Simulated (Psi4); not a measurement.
**CCSD(T)/6-311+G(d,p) (sweep point 7) run of H2 (hydrogen)**

Aim: the vertical singlet–triplet gap of H2 (hydrogen) at CCSD(T)/6-311+G** (sweep point 7), from 2 runs. 

The results are computed with Psi4 1.11.

### Step 1. Starting point

H2 has 2 atoms, charge 0, and is taken as a singlet. SMILES: `[H][H]`. The coordinates come from a PBE0-D4/def2-TZVP relaxation.

Bond lengths: H1–H2 0.746 Å.

### Step 2. A single-point energy at CCSD(T)/6-311+G(d,p) (sweep point 7)

run.py

```python
import psi4

psi4.set_memory('1600 MB')
psi4.set_num_threads(1)
psi4.core.set_output_file('h2.out', False)

m = psi4.geometry("""
H      0.319300    -0.099200     0.165500
H     -0.319300     0.099200    -0.165500
symmetry c1
""")

psi4.set_options({
    'puream': True,
    'scf_type': 'pk',
    'num_frozen_docc': 0,
})

e, wfn = psi4.energy('ccsd(t)/6-311+G**', return_wfn=True)
print(f'total energy {e:.8f} hartree = {e * 27.211386:.5f} eV')
```

On the command line:

```sh
python run.py
```

h2.out:

```text
[...]
  Running in c1 symmetry.
[...]
  Nuclear repulsion =    0.709214241018519
[...]
  Multiplicity = 1
[...]
  Nalpha       = 1
  Nbeta        = 1
[...]
    Number of basis functions: 12
[...]
   @RHF iter   1:    -1.12949098778142   -2.86441e-01   3.92602e-03 ADIIS/DIIS
[...]
   @RHF iter   6:    -1.13241095281225   -2.48934e-12   5.47819e-10 DIIS
[...]
    Orbital Energies [Eh]
    ---------------------
    Doubly Occupied:
       1A     -0.592831
    Virtual:
       2A      0.165546     3A      0.307277     4A      0.642345
       5A      1.331807     6A      1.331807     7A      1.814869
       8A      2.094263     9A      2.094263    10A      2.215331
      11A      2.710298    12A      3.651530
    Final Occupation by Irrep:
              A
    DOCC [     1 ]
[...]
  @RHF Final Energy:    -1.13241095281225
   => Energetics <=
    Nuclear Repulsion Energy =              0.7092142410185193
    One-Electron Energy =                  -2.4975893563445108
    Two-Electron Energy =                   0.6559641625137391
    Total Energy =                         -1.1324109528122526
[...]
 Multipole Moments:
 ------------------------------------------------------------------------------------
     Multipole            Electronic (a.u.)      Nuclear  (a.u.)        Total (a.u.)
 ------------------------------------------------------------------------------------
 L = 1.  Multiply by 2.5417464519 to convert [e a0] to [Debye]
 Dipole X            :          0.0000000            0.0000000            0.0000000
 Dipole Y            :         -0.0000000            0.0000000           -0.0000000
 Dipole Z            :          0.0000000            0.0000000            0.0000000
 Magnitude           :                                                    0.0000000
[...]
      * MP2 total energy                      =   -1.160230487191403
[...]
      * CCSD total energy                     =   -1.168335713474943
[...]
      * CCSD(T) total energy                  =   -1.168335713474943
```

On the terminal:

```text
total energy -1.16833571 hartree = -31.79203 eV
```

Wall time 1.6 s (1 thread of Intel Xeon 6975P-C (Granite Rapids), shared host); peak memory 0.18 GiB.

### Step 3. The triplet at the same level

h2.py

```python
import psi4

psi4.set_memory('1600 MB')
psi4.set_num_threads(1)
psi4.core.set_output_file('run.log', False)

molecule = psi4.geometry("""
0 3
H      0.319300    -0.099200     0.165500
H     -0.319300     0.099200    -0.165500
symmetry c1
""")

psi4.set_options({
    'basis': '6-311+G**',
    'reference': 'uhf',
    'puream': True,
    'scf_type': 'pk',
    'num_frozen_docc': 0,
    'maxiter': 150,
})

e = psi4.energy("ccsd(t)", molecule=molecule)
print(f'total energy {e:.8f} hartree = {e * 27.211386:.5f} eV')
```

On the command line:

```sh
python h2.py
```

run.log:

```text
[...]
  Running in c1 symmetry.
[...]
  Nuclear repulsion =    0.709214241018519
[...]
  Multiplicity = 3
[...]
  Nalpha       = 2
  Nbeta        = 0
[...]
    Number of basis functions: 12
[...]
   @UHF iter   1:    -0.73728619951422    1.05764e-01   1.43600e-02 ADIIS/DIIS
[...]
   @UHF iter   7:    -0.77621971238372   -7.22111e-12   9.63341e-09 DIIS
[...]
   @S^2 Observed:                2.000000000E+00
[...]
    Orbital Energies [Eh]
    ---------------------
    Alpha Occupied:
       1A     -0.897858     2A     -0.212333
    Alpha Virtual:
       3A      0.221814     4A      0.460181     5A      1.124729
       6A      1.124729     7A      1.605597     8A      1.910046
       9A      1.910046    10A      2.054116    11A      2.488492
      12A      3.450027
    Beta Occupied:
    Beta Virtual:
[...]
  @UHF Final Energy:    -0.77621971238372
   => Energetics <=
    Nuclear Repulsion Energy =              0.7092142410185193
    One-Electron Energy =                  -1.8606767351684304
    Two-Electron Energy =                   0.3752427817661913
    Total Energy =                         -0.7762197123837199
  UHF NO Occupations:
  HONO-1 :    1  A 1.0000000
  HONO-0 :    2  A 1.0000000
[...]
 Multipole Moments:
 ------------------------------------------------------------------------------------
     Multipole            Electronic (a.u.)      Nuclear  (a.u.)        Total (a.u.)
 ------------------------------------------------------------------------------------
 L = 1.  Multiply by 2.5417464519 to convert [e a0] to [Debye]
 Dipole X            :         -0.0000000            0.0000000           -0.0000000
 Dipole Y            :         -0.0000000            0.0000000           -0.0000000
 Dipole Z            :         -0.0000000            0.0000000           -0.0000000
 Magnitude           :                                                    0.0000000
[...]
      * MP2 total energy                      =   -0.779354193066321
[...]
      * CCSD total energy                     =   -0.780523290508880
[...]
      * CCSD(T) total energy                     =   -0.780523290508880
```

On the terminal:

```text
total energy -0.78052329 hartree = -21.23912 eV
```

Wall time 1.2 s (1 thread of Intel Xeon 6975P-C (Granite Rapids), shared host); peak memory 0.18 GiB.

### Step 4. Summary of results

At CCSD(T)/6-311+G** (sweep point 7):

| quantity | value |
| --- | --- |
| singlet: total energy | -1.16834 Eh |
| singlet: HOMO energy (Hartree–Fock orbitals) | -16.13 eV |
| singlet: LUMO energy (Hartree–Fock orbitals) | 4.50 eV |
| singlet: HOMO–LUMO gap (Hartree–Fock orbitals) | 20.64 eV |
| singlet: correlation energy | -35.9 mEh |
| singlet: (T) correction | 0.00 mEh |
| singlet: T1 diagnostic | 0.006 |
| triplet: total energy | -0.78052 Eh |
| triplet: HOMO energy (Hartree–Fock orbitals) (highest over α and β) | -5.78 eV |
| triplet: correlation energy | -4.3 mEh |
| triplet: ⟨S²⟩ of the reference determinant | 2.000 |
| triplet: T1 diagnostic | 0.001 |
| vertical energy of the triplet above the singlet | 10.553 eV |

At this shape the triplet lies 10.55 eV (243 kcal/mol) above the singlet. The triples (singlet) make up 0.0 % of the correlation energy.
